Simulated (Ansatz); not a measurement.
**AsF2 (quartet): from Hartree-Fock to the top rungs at a displaced geometry (v2), cc-pVDZ**

One table from this session's results is given with a row withheld; the runs are named, their logs left out.

The runs use Ansatz 0.2.0, Gaussian basis; cc-pVDZ, core rule «outside noble gas», up to 16 orbitals frozen.

The runs, in order: UHF; CCSD(T) on ROHF; CCSD(T) on UHF; BCCD(T) on ROHF; CISD; CCSDT(Q) on ROHF; CCSDT(Q) on UHF; CASSCF and MRCISD+Q, 15 electrons in 10 orbitals; CASSCF and NEVPT2, 15 electrons in 10 orbitals.

27 further runs of the same task are left out: 2 for a known fault of the program, 13 that didn't finish, 12 set aside as unsound or not needed.

## What is computed

The geometry is a PBE0/def2-TZVP stationary point (not a proven minimum) with its atoms shifted at random (size 0.100 Å). No spin-orbit coupling is included. The filled d shell of As may be among the frozen orbitals whatever the setting's name suggests; the logs give the count.

3 atoms, charge 0, spin multiplicity 4.

Atoms are counted from 1 here; the program's logs count them from 0.

Bond lengths: As1–F2 1.796 Å, As1–F3 1.806 Å. Angles: F2–As1–F3 171.9°.

Set-up of the first run:

Input file in.yaml:

```yaml
crystal:
  periodic: [false, false, false]
  atoms:
    - {symbol: As, position_ang: [0.084376, 0.005225, -0.005002]}
    - {symbol: F, position_ang: [-0.080498, 0.013599, -1.793409]}
    - {symbol: F, position_ang: [-0.003878, -0.018825, 1.798411]}
basis:
  gaussian: {orbitals: cc-pVDZ}
magnetization: {spin_polarized: true, initial_magnetization: 3}
hamiltonian: {xc: hf}
output: {orbitals: {seedname: orbitals}}
```

On the command line:

```sh
$ ansatz run in.yaml --threads 1 --pin off --events-out ev --progress --plain --max-ram 2393MiB
```

Among the steps run: UHF; CCSD(T) on ROHF; CCSD(T) on UHF; BCCD(T) on ROHF; CISD; CCSDT(Q) on ROHF; CCSDT(Q) on UHF; CASSCF and MRCISD+Q, 15 electrons in 10 orbitals; CASSCF and NEVPT2, 15 electrons in 10 orbitals.

One of the session's tables, all rows but one given; the rest of the session is left out.

```
          method  from UCCSDT(Q) (meV)
            ROHF              +13012.7
             UHF              +12650.4
            RMP2                +549.6
            UMP2                +710.4
           RCCSD                +342.7
           UCCSD                +311.2
        RCCSD(T)                     ?
        UCCSD(T)                 +67.7
         BCCD(T)                 +74.4
          RCCSDT                 +52.7
          UCCSDT                 +38.2
       RCCSDT(Q)                 +18.4
       UCCSDT(Q)                     0
  CASSCF valence              +11860.3
  NEVPT2 valence               +1110.0
  MRCISD valence               +1134.1
MRCISD+Q valence                +205.9
```

**Question.** Estimate the row for RCCSD(T).

**Answer.** from UCCSDT(Q) (meV): +76.7. In the column «from UCCSDT(Q) (meV)» it lies between BCCD(T) (+74.4) and MRCISD+Q valence (+205.9).

Not comparable, so not listed: CISD (they don't share determinant, frozen orbitals or solution with the rows shown, or repeat one).

To keep in mind: Restricted and unrestricted rows rest on different reference determinants; where their highest levels disagree by more than a few hundredths of an eV, they describe different states and don't form one ladder.
